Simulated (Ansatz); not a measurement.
# LaCuTe2: the cost of one run

The runs shown are made with Ansatz 0.2.0. PAW datasets, plane waves. The calculation is spin-unpolarised, and the structure need not be a phase that has been made.

### 1 The cell

The unstrained cell was relaxed with r2SCAN; in each strained cell the atoms were relaxed again with r2SCAN. Names of k-points are those of the unstrained zone, where strain can split equivalent points. First state: no strain.

It is trigonal, R-3m (No. 166); conventional cell a = 4.476 Å, c = 20.249 Å, 29.27 Å³ an atom. Near Cu stand 6 Te at 2.97 Å; near La stand 6 Te at 3.21 Å; near Te stand 3 Cu at 2.97 Å and 3 La at 3.21 Å.

Structure file:

```xyz
4
Lattice="2.2379 1.2920 6.7495 -2.2379 1.2920 6.7495 0.0000 -2.5841 6.7495" Properties=species:S:1:pos:R:3 pbc="T T T"
Cu    2.2379    1.2920    6.7495
La    0.0000    0.0000   10.1243
Te    0.0000    0.0000    5.2826
Te    0.0000    0.0000   14.9660
```

### 2 No strain: PBE

The input, input.yaml:

```yaml
crystal:
  lattice:
    - [2.2378723225, 1.2920361878, 6.7495388576]
    - [-2.2378723225, 1.2920361878, 6.7495388576]
    - [0.0, -2.5840723756, 6.7495388576]
  atoms:
    - { symbol: Cu, position: [1.0, 0.0, 0.0] }
    - { symbol: La, position: [0.5, 0.5, 0.5] }
    - { symbol: Te, position: [0.2608883541, 0.2608883541, 0.2608883541] }
    - { symbol: Te, position: [0.7391116459, 0.7391116459, 0.7391116459] }
kpoints:
  mp_grid: { grid: [6, 6, 6] }
  band_path:
    path:
      - [0.0, 0.0, 0.0]
      - [0.5, 0.5, 0.5]
      - [0.8089040969, 0.1910959031, 0.5]
      - [0.5, -0.1910959031, 0.1910959031]
      - [0.5, 0.0, 0.0]
      - [0.3455479515, -0.3455479515, 0.0]
      - [0.6544520485, 0.0, 0.3455479515]
      - [0.5, 0.0, 0.5]
      - [0.5772260242, 0.0, 0.4227739758]
      - [0.278646, -0.5, -0.278646]
      - [0.0, 0.5, 0.5]
    npoints: 1
hamiltonian:
  xc: pbe
scf:
  occupations: { method: fermi_dirac, width: 0.02 }
  n_extra_bands: 5
output:
  forces: true
  stress: true
  eigenvalues: true
  write_density: true
  write_potential: true
  elf: true
  volumetric_format: npy
```

Started as:

```
> ansatz run input.yaml --threads 4 --pin off --max-ram 4608MiB --backend cpu --events-out ev --progress --plain --runs-dir out
```

What time and memory should one allow on 4 threads of Arm Neoverse V1, shared host?

About 3.9 s, with a peak of 0.53 GiB.
